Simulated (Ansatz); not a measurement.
**CdAu2: one candidate structure**

Aim: relax CdAu2 from this start, cubic Laves (C15) type (Fd-3m, No. 227), and see where it ends.

Computed with Ansatz 0.2.0 (DFT PBE, scalar-relativistic, plane waves, PAW, unless a step's input says otherwise).

1 further run of the same task is left out (it didn't finish).

### 1 The system as given

The structure is cubic, space group Fd-3m (No. 227). Conventional cell: a = 7.882 Å, b = 7.882 Å, c = 7.882 Å, α = 90.00°, β = 90.00°, γ = 90.00°. Cd (site symmetry -43m) has 12 Au at 3.27 Å and 4 Cd at 3.41 Å as nearest neighbours. Au (site symmetry -3m) is surrounded by 6 Au at 2.79 Å.

Structure file:

```cif
data_structure
_symmetry_space_group_name_H-M 'P 1'
_symmetry_Int_Tables_number 1
_cell_length_a 5.5737
_cell_length_b 5.5737
_cell_length_c 5.5737
_cell_angle_alpha 60.000
_cell_angle_beta 60.000
_cell_angle_gamma 60.000
_cell_volume 122.44
loop_
_atom_site_label
_atom_site_type_symbol
_atom_site_fract_x
_atom_site_fract_y
_atom_site_fract_z
_atom_site_occupancy
Cd1 Cd 0.00000 0.00000 0.00000 1
Cd2 Cd 0.25000 0.25000 0.25000 1
Au1 Au 0.62500 0.62500 0.62500 1
Au2 Au 0.12500 0.62500 0.62500 1
Au3 Au 0.62500 0.62500 0.12500 1
Au4 Au 0.62500 0.12500 0.62500 1
```

(A quick probe on a coarse mesh, which set the mesh and smearing, is not shown.)

### 3 The relaxation

Input file input.yaml:

```yaml
crystal:
  lattice:
    - [0.0, 3.9412094581, 3.9412094581]
    - [3.9412094581, 0.0, 3.9412094581]
    - [3.9412094581, 3.9412094581, 0.0]
  atoms:
    - { symbol: Cd, position: [0.0, 0.0, 0.0] }
    - { symbol: Cd, position: [0.25, 0.25, 0.25] }
    - { symbol: Au, position: [0.625, 0.625, 0.625] }
    - { symbol: Au, position: [0.125, 0.625, 0.625] }
    - { symbol: Au, position: [0.625, 0.625, 0.125] }
    - { symbol: Au, position: [0.625, 0.125, 0.625] }
basis:
  ecutwfc: 420
kpoints:
  mp_grid: { grid: [8, 8, 8] }
hamiltonian:
  xc: pbe
scf:
  occupations: { method: gaussian, width: 0.1 }
output:
  forces: true
  stress: true
  eigenvalues: true
relax:
  adjacent_minimum: "off"
  f_tol: 0.01
  max_steps: 80
  cell: { stress_tol: 0.05 }
```

On the command line:

```bash
ansatz run input.yaml --threads 1 --pin off --max-ram 2560MiB --backend cpu --events-out ev --progress --plain --runs-dir out
```

Before running it: what results should come out?

The runs gave:

Formation energies count from the elements, computed with the same settings in runs not shown here.

| quantity | value |
| --- | --- |
| cell (conventional) | a = 7.869 Å, b = 7.869 Å, c = 7.869 Å, α = 90.00°, β = 90.00°, γ = 90.00° |
| space group | Fd-3m (No. 227) |
| volume | 20.30 Å³/atom |
| gap on the mesh | none (metal) |
| formation energy from the elements | -0.096 eV/atom |

In words: The space group stayed Fd-3m, and from the first guess the volume went from 20.41 to 20.30 Å³/atom. With -0.10 eV/atom it lies under the elements, which doesn't yet make it stable against other compounds of them. Spin-orbit coupling is left out for Au.
